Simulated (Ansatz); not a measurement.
# PtS2: the cost of one run

Program: Ansatz 0.2.0. Level of theory: DFT LDA without U, plane waves, PAW, no spin–orbit coupling unless a run says so. These are calculated values, not measurements.

The COD entry's cell or inner coordinates are ideal or old and differ from later refinements, so a difference from it is no clean test against experiment.

## (1) The structure to begin with

It takes space group P-3m1 (No. 164, trigonal). The conventional cell has a = 3.543 Å, b = 3.543 Å, c = 5.039 Å, α = 90.00°, β = 90.00°, γ = 120.00°. Pt (site symmetry -3m) is surrounded by 6 S at 2.40 Å. S (site symmetry 3m) is surrounded by 3 Pt at 2.40 Å.

Structure file:

```
CELL_PARAMETERS angstrom
3.54320 0.00000 0.00000
-1.77160 3.06850 0.00000
0.00000 0.00000 5.03880
ATOMIC_POSITIONS crystal
Pt 0.00000 0.00000 0.00000
S 0.33333 0.66667 0.25000
S 0.66667 0.33333 0.75000
```

Magnetic order typed: ferromagnetic.

## (2) From atoms, symmetry kept, no search

Contents of input.yaml:

```yaml
crystal:
  lattice:
    - [3.54319954, 0.0, 0.0]
    - [-1.77159977, 3.06850081, 0.0]
    - [0.0, 0.0, 5.03880009]
  atoms:
    - { symbol: Pt, position: [0.0, 0.0, 0.0], spin: 4.0 }
    - { symbol: S, position: [0.3333333333, 0.6666666667, 0.25] }
    - { symbol: S, position: [0.6666666667, 0.3333333333, 0.75] }
basis:
  ecutwfc: 420
  ecutrho_ratio: 4
kpoints:
  mp_grid: { grid: [6, 6, 4] }
hamiltonian:
  xc: lda
scf:
  occupations: { method: gaussian, width: 0.05 }
  lower_state_search: "off"
  max_iter: 150
output:
  forces: true
  stress: true
  eigenvalues: true
  populations: true
  hubbard: { sites: [{ site: 0, l: d }] }
magnetization:
  spin_polarized: true
```

Command:

```sh
$ ansatz run input.yaml --threads 2 --pin off --max-ram 3072MiB --backend cpu --events-out ev --progress --plain --runs-dir out
```

**Question.** How long does this run take on 2 threads of Arm Neoverse V1, shared host, and how much memory does it need?

About 3.5 s, with a peak of 0.32 GiB.
